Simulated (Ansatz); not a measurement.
# C₂H₁₀N₂Si: one species, many methods

Aim: compute C₂H₁₀N₂Si with functionals from several rungs and with coupled cluster, and see how far each lands from CCSD(T) at the basis-set limit for the atomisation energy.

Method: functionals in def2-TZVPP, the program's frozen cores in correlated methods; program: Ansatz 0.2.0, Gaussian basis.

The runs, in order: PBE-D4, r2SCAN-D4, PBE0-D4, B3LYP-D4, ωB97X-V, ωB97M-V, B2PLYP; CCSD(T)/def2-TZVPP; MP2/def2-QZVPP; extrapolation to the limit.

**1. Structure used throughout**

An earlier PBE0-D4 in a triple-zeta def2 set relaxation fixed the geometry.

SMILES `CN[SiH2]NC`, 15 atoms, charge 0, spin multiplicity 1.

Atoms are counted from 1 here; the program's logs count them from 0.

Bond lengths: C1–N2 1.444 Å, C1–H6 1.095 Å, C1–H7 1.092 Å, C1–H8 1.097 Å, N2–Si3 1.711 Å, N2–H9 1.008 Å, Si3–N4 1.709 Å, Si3–H10 1.495 Å, Si3–H11 1.494 Å, N4–C5 1.445 Å, N4–H12 1.007 Å, C5–H13 1.092 Å, C5–H14 1.095 Å, C5–H15 1.097 Å. Angles: N2–C1–H6 111.4°, N2–C1–H7 109.3°, N2–C1–H8 113.4°, H6–C1–H7 107.3°, H6–C1–H8 107.9°, H7–C1–H8 107.3°, C1–N2–Si3 125.8°, C1–N2–H9 114.0°, Si3–N2–H9 117.9°, N2–Si3–N4 109.2°, N2–Si3–H10 103.0°, N2–Si3–H11 117.3°, N4–Si3–H10 116.7°, N4–Si3–H11 103.1°, H10–Si3–H11 108.1°, Si3–N4–C5 125.2°, Si3–N4–H12 117.8°, C5–N4–H12 114.5° and more.

**2. PBE-D4 (GGA)**

in.yaml reads:

```yaml
crystal:
  periodic: [false, false, false]
  atoms:
    - {symbol: C, position_ang: [-0.263608, 2.055149, -1.265263]}
    - {symbol: N, position_ang: [0.078626, 0.673800, -1.018702]}
    - {symbol: Si, position_ang: [-0.912094, -0.478178, -0.231969]}
    - {symbol: N, position_ang: [0.078402, -1.595138, 0.599706]}
    - {symbol: C, position_ang: [1.038657, -1.255694, 1.625424]}
    - {symbol: H, position_ang: [0.598018, 2.713584, -1.112533]}
    - {symbol: H, position_ang: [-1.038844, 2.366836, -0.561488]}
    - {symbol: H, position_ang: [-0.649753, 2.234774, -2.276667]}
    - {symbol: H, position_ang: [0.840147, 0.333601, -1.584703]}
    - {symbol: H, position_ang: [-1.816425, 0.369845, 0.603134]}
    - {symbol: H, position_ang: [-1.761035, -1.354700, -1.094210]}
    - {symbol: H, position_ang: [-0.194873, -2.563950, 0.588644]}
    - {symbol: H, position_ang: [1.344215, -0.214478, 1.501669]}
    - {symbol: H, position_ang: [1.942620, -1.868240, 1.546196]}
    - {symbol: H, position_ang: [0.642147, -1.367111, 2.642664]}
basis:
  gaussian: {orbitals: def2-TZVPP}
hamiltonian: {xc: pbe, dispersion: d4}
output: {forces: true, orbitals: {seedname: orbitals}}
```

After this run come: r2SCAN-D4 (meta-GGA); PBE0-D4 (hybrid); B3LYP-D4 (hybrid); ωB97X-V (range-separated); ωB97M-V (range-separated); B2PLYP (double hybrid); CCSD(T) in def2-TZVPP; MP2 in def2-QZVPP.

Before running them: what should the planned runs give, taken together? Wanted: atomisation energy, CCSD(T)/CBS; farthest; mean size of error, hybrid; mean size of error, range-separated; gap, smallest and largest; T1 diagnostic; triples share of the correlation energy.

**Answer**, as computed:

| quantity | value |
| --- | --- |
| atomisation energy, CCSD(T)/CBS | 1287.6 kcal/mol |
| functionals within 6.4 kcal/mol (0.5 %) | r2SCAN-D4, PBE0-D4, B3LYP-D4, ωB97X-V, ωB97M-V |
| farthest | PBE-D4 (+16.8 kcal/mol) |
| mean size of error, hybrid | 3.4 kcal/mol |
| mean size of error, range-separated | 5.6 kcal/mol |
| gap, smallest and largest | 5.48 eV (PBE-D4), 11.94 eV (ωB97X-V) |
| T1 diagnostic | 0.0101 |
| triples share of the correlation energy | 3.6 % |

In words: PBE-D4 misses by +16.8 kcal/mol. Double hybrids carry the basis error of their MP2 part in triple zeta, and no dispersion term here, so their miss is partly the set-up's. The reference freezes the cores and leaves out relativity and excitations past (T), so misses under about 6.4 kcal/mol can't be ranked. Hartree-Fock recovers 72 % of the binding; the rest is correlation. Orbital gaps span 5.5 to 11.9 eV; exact exchange widens them.
